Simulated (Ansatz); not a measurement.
Run this with Ansatz's Python interface and show what comes out.

The script reads `naca3_naca3_fm_3m.extxyz`:
```text
4
Lattice="0.0 4.337326 4.337326 4.337326 0.0 4.337326 4.337326 4.337326 0.0" Properties=species:S:1:pos:R:3 pbc="T T T"
Na    0.00000000    0.00000000    0.00000000
Ca    2.16866300    2.16866300    2.16866300
Ca    6.50598900    6.50598900    6.50598900
Ca    4.33732600    4.33732600    4.33732600
```

Contents of `naca3_na3ca_pm_3m.cif`:
```cif
data_Na3Ca
_cell_length_a 5.354626
_cell_length_b 5.354626
_cell_length_c 5.354626
_cell_angle_alpha 90.00000
_cell_angle_beta 90.00000
_cell_angle_gamma 90.00000
_symmetry_space_group_name_H-M 'P 1'
_symmetry_Int_Tables_number 1
loop_
_symmetry_equiv_pos_as_xyz
'x, y, z'
loop_
_atom_site_label
_atom_site_type_symbol
_atom_site_fract_x
_atom_site_fract_y
_atom_site_fract_z
Na1 Na    0.000000    0.500000    0.500000
Na2 Na    0.500000    0.000000    0.500000
Na3 Na    0.500000    0.500000    0.000000
Ca4 Ca    0.000000    0.000000    0.000000
```

Contents of `naca3_na.cif`:
```cif
data_Na
_cell_length_a 3.708321
_cell_length_b 3.708321
_cell_length_c 3.708321
_cell_angle_alpha 109.47122
_cell_angle_beta 109.47122
_cell_angle_gamma 109.47122
_symmetry_space_group_name_H-M 'P 1'
_symmetry_Int_Tables_number 1
loop_
_symmetry_equiv_pos_as_xyz
'x, y, z'
loop_
_atom_site_label
_atom_site_type_symbol
_atom_site_fract_x
_atom_site_fract_y
_atom_site_fract_z
Na1 Na    0.000000    0.000000    0.000000
```

The script reads `naca3_ca.cif`:
```cif
data_Ca
_cell_length_a 3.951596
_cell_length_b 3.951596
_cell_length_c 3.951596
_cell_angle_alpha 60.00000
_cell_angle_beta 60.00000
_cell_angle_gamma 60.00000
_symmetry_space_group_name_H-M 'P 1'
_symmetry_Int_Tables_number 1
loop_
_symmetry_equiv_pos_as_xyz
'x, y, z'
loop_
_atom_site_label
_atom_site_type_symbol
_atom_site_fract_x
_atom_site_fract_y
_atom_site_fract_z
Ca1 Ca    0.000000    0.000000    0.000000
```

Script `hull.py`:
```python
"""Stability of Na-Ca compounds against each other, after relaxing cells and atoms."""

from collections import Counter
import csv

import ansatz as az
from ase.io import read
import numpy as np


def compute(name, crystal):
    calc = (
        crystal.calculation()
        .functional("pbesol")
        .basis(39 * az.Ry)
        .accuracy("medium")
        .mixing("anderson", ndim=4, beta=0.2)
        .scf(tolerance=1e-07, max_iterations=200, extra_bands=12, lower_state_search="light")
        .kpoints(spacing=0.39)
        .occupations("fermi_dirac", width=0.1)
    )
    calc = calc.relax(force_tolerance=0.01, max_steps=40, cell=True)
    return calc.run(threads=1, pin="off")


def counts(outcome):
    return Counter(site.symbol for site in outcome.lattice.sites)

def formation_energy(outcome, mu):
    n = counts(outcome)
    return (outcome.report["energy_sigma0_ev"] - sum(k * mu[element] for element, k in n.items())) / sum(n.values())


def main() -> None:
    phases = {}
    naca3_fm_3m = az.Crystal.from_extxyz("naca3_naca3_fm_3m.extxyz")
    phases["NaCa3 Fm-3m"] = naca3_fm_3m
    atoms = read("naca3_na3ca_pm_3m.cif")
    na3ca_pm_3m = az.Crystal.from_ase(atoms)
    phases["Na3Ca Pm-3m"] = na3ca_pm_3m
    atoms = read("naca3_na.cif")
    na = az.Crystal.from_ase(atoms)
    phases["Na"] = na
    atoms = read("naca3_ca.cif")
    ca = az.Crystal.from_ase(atoms)
    phases["Ca"] = ca

    done = {name: compute(name, crystal) for name, crystal in phases.items()}

    # chemical potentials of the elements at zero temperature
    references = {"Na": "Na", "Ca": "Ca"}
    mu = {element: done[name].report["energy_sigma0_ev"] / len(done[name].lattice.sites) for element, name in references.items()}
    points = sorted((counts(o)["Ca"] / len(o.lattice.sites), formation_energy(o, mu), name) for name, o in done.items())

    # walk in x and drop points that lie above the chord
    hull = []
    for x, e, _ in points:
        while len(hull) > 1 and (hull[-1][0] - hull[-2][0]) * (e - hull[-2][1]) - (hull[-1][1] - hull[-2][1]) * (x - hull[-2][0]) <= 0:
            hull.pop()
        hull.append((x, e))
    rows = [(name, x, e, e - np.interp(x, *zip(*hull))) for x, e, name in points]
    with open("hull.csv", "w", newline="") as handle:
        writer = csv.writer(handle)
        writer.writerow(["phase", "x(Ca)", "E_form (eV/atom)", "above hull (eV/atom)"])
        writer.writerows([round(v, 4) if isinstance(v, float) else v for v in row] for row in rows)
    print(open("hull.csv").read())
    print("on the hull of these phases:", ", ".join(row[0] for row in rows if row[3] < 1e-6))


if __name__ == "__main__":
    main()
```

`python hull.py` gives:
```text
DeckWarning: relax.cell: scf.convergence.dr2_threshold = 1e-7 eV (the SCF's general default) is looser than the 4e-10 eV advised for a relaxation that steers and ends on the stress (1e-10 eV for each [...]
DeckWarning: relax.cell: scf.convergence.dr2_threshold = 1e-7 eV (the SCF's general default) is looser than the 1e-10 eV advised for a relaxation that steers and ends on the stress (1e-10 eV for each [...]
phase,x(Ca),E_form (eV/atom),above hull (eV/atom)
Na,0.0,0.0,0.0
Na3Ca Pm-3m,0.25,0.0541,0.0541
NaCa3 Fm-3m,0.75,0.0879,0.0879
Ca,1.0,0.0,0.0

on the hull of these phases: Na, Ca
```
(Warnings from the package without file and line, shortened.)

What to keep in mind:
- These settings explore the input space; cutoff and mesh may be short of convergence.
- For the metals among these phases the mesh is modest: differences between phases can be off by up to 40 meV an atom.
- The cells come from databases of deposited and of computed structures, and not all need be stable phases.
- Differences under about 40 meV an atom lie within the error of mesh and functional, so such verdicts may flip; only the cells listed enter the hull.
- It ran for 10 s on 1 thread of AMD EPYC 9R45 96-Core Processor (Zen 5) (shared host), peak memory 0.57 GiB.
